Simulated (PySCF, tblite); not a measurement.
# C₅H₆FNSi: geometry, infrared bands and NMR shifts

Wanted: the infrared bands and NMR shifts of C₅H₆FNSi (`C[C@H]1[SiH2]C(F)=C1C#N`), by calculation.

Computed with tblite 0.8.0 and PySCF 2.14.0, with density-fitted response routines of our own, on a single molecule in the gas phase. Atoms count from 0, in the outputs and in this text.

**1. The molecule as given**

14 atoms, charge 0, multiplicity 1; geometry from: force field or distance geometry start.

Bonds of the start (Å): C0–C1 1.54, C1–Si2 1.80, Si2–C3 1.78, C3–F4 1.41, C3–C5 1.28, C5–C6 1.47, C6–N7 1.16, C5–C1 1.45, C0–H8 1.11, C0–H9 1.12, C0–H10 1.10, C1–H11 1.13, Si2–H12 1.47, Si2–H13 1.47.

**2. Relaxing the molecule with GFN2-xTB**

What the job is given:

```
{"job": {"kind": "relax", "xc": "GFN2-xTB", "basis": "xTB"}, "charge": 0, "multiplicity": 1}
C     -1.395000    -0.914900    -0.100200
C     -0.349000     0.125700    -0.532800
Si    -0.297000     1.641800     0.444300
C      1.231400     0.747000     0.597600
F      2.377900     1.061500     1.356900
C      0.985800    -0.269100    -0.136200
C      1.778000    -1.447100    -0.498900
N      2.388600    -2.384500    -0.787500
H     -0.888800    -1.896600    -0.054000
H     -2.186100    -0.937500    -0.887500
H     -1.846100    -0.649700     0.867800
H     -0.485000     0.269800    -1.640300
H     -0.154300     2.918300    -0.277300
H     -1.161200     1.734800     1.625900
```

Started as:

```bash
> OMP_NUM_THREADS=1 python probes_run.py task.json out
```

The driver reads the jobs from task.json and runs them one after another.

**Question.** This job is followed by: GFN2-xTB harmonic vibrations, gas phase; GIAO PBE0/pcSseg-1 NMR shielding, non-relativistic, gas phase. What will the session give for the following? strongest single infrared mode (GFN2-xTB); zero-point energy (GFN2-xTB); 13C shifts against TMS (PBE0/pcSseg-1); 1H shifts against TMS (PBE0/pcSseg-1, means over atoms taken as alike); 29Si shifts against TMS (PBE0/pcSseg-1); 19F shifts against CFCl3 (PBE0/pcSseg-1); 15N shifts against NH3 (PBE0/pcSseg-1).

**Answer**, as computed:

| quantity | value |
| --- | --- |
| strongest single infrared mode (GFN2-xTB) | 2316 cm⁻¹, 424 km/mol |
| zero-point energy (GFN2-xTB) | 58.4 kcal/mol |
| 13C shifts against TMS (PBE0/pcSseg-1) | 184.0, 120.2, 116.4, 23.3, 19.0 ppm |
| 1H shifts against TMS (PBE0/pcSseg-1, means over atoms taken as alike) | 4.97, 4.64, 2.14, 1.42 ppm |
| 29Si shifts against TMS (PBE0/pcSseg-1) | -26.2 ppm |
| 19F shifts against CFCl3 (PBE0/pcSseg-1) | -55.6 ppm |
| 15N shifts against NH3 (PBE0/pcSseg-1) | 330.0 ppm |

In words: Relaxing lowered the energy by 1.072 eV in 63 steps; the close pair that moved most is C1–Si2, from 1.804 to 1.942 Å. All 36 modes are real, so the xTB geometry is a minimum. GFN2-xTB is a fitted tight-binding method: band positions and strengths are rough. Its intensities can rank the bands wrongly. At PBE0/pcSseg-1: The widest tensor belongs to N7: span 436 ppm, with a paramagnetic part of -403 ppm.
